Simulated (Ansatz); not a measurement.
# Ca: strong compression

An exercise on one series of results from a longer session: the logs are not shown, and one member is left open.

Computed with Ansatz 0.2.0 (DFT PBE, with the methods named in each step, unless a step's input says otherwise).

## The structure to begin with

The structure is cubic, space group Fm-3m (No. 225). The conventional cell has a = 5.525 Å, b = 5.525 Å, c = 5.525 Å, α = 90.00°, β = 90.00°, γ = 90.00°. Around Ca (site symmetry m-3m) lie 12 Ca at 3.91 Å.

Structure file:

```xyz
1
Lattice="0.0000 2.7627 2.7627 2.7627 0.0000 2.7627 2.7627 2.7627 0.0000" Properties=species:S:1:pos:R:3 pbc="T T T"
Ca    0.0000    0.0000    0.0000
```

Whether this phase is the stable one at these pressures isn't tested.

The first run:

File input.yaml:

```yaml
crystal:
  lattice:
    - [0.0, 2.7627070339, 2.7627070339]
    - [2.7627070339, 0.0, 2.7627070339]
    - [2.7627070339, 2.7627070339, 0.0]
  atoms:
    - { symbol: Ca, position: [0.0, 0.0, 0.0] }
kpoints:
  mp_grid: { grid: [12, 12, 12] }
scf:
  occupations: { method: fermi_dirac, width: 0.08 }
hamiltonian:
  xc: pbe
  pseudopotentials: { kind: paw }
output:
  forces: true
  stress: true
relax:
  f_tol: 0.005
  max_steps: 40
  cell: {}
```

Command:

```sh
> ansatz run input.yaml --threads 1 --pin off --max-ram 2048MiB --backend cpu --events-out ev --progress --plain --runs-dir out
```

Steps of the session up to this table: Cell relaxed at zero pressure, PAW; Volume scaled by 1, PAW; Volume scaled by 0.92, PAW; Volume scaled by 0.84, PAW; Volume scaled by 0.76, PAW; Volume scaled by 0.68, PAW; Volume scaled by 0.6, PAW; Volume scaled by 0.52, PAW; Volume scaled by 0.45, PAW; Volume scaled by 0.45, PAW (source ansatz).

One of the session's tables, all rows but one given; the rest of the session is left out.

| method | volume over the first | volume (Å³/atom) | pressure (GPa) |
| --- | --- | --- | --- |
| PAW | 1 | 42.173 | 0.01 |
| PAW | 0.92 | ? | ? |
| PAW | 0.84 | 35.425 | 4.01 |
| PAW | 0.76 | 32.051 | 7.33 |
| PAW | 0.68 | 28.678 | 12.24 |
| PAW | 0.6 | 25.304 | 19.53 |
| PAW | 0.52 | 21.930 | 30.34 |
| PAW | 0.45 | 18.978 | 43.49 |
| PAW (source ansatz) | 0.45 | 18.978 | 43.50 |

Q: Estimate the row for PAW, 0.92 from the others.

**Answer.** volume (Å³/atom): 38.799; pressure (GPa): 1.67. In the column «volume (Å³/atom)» it lies between PAW, 0.84 (35.425) and PAW, 1 (42.173).
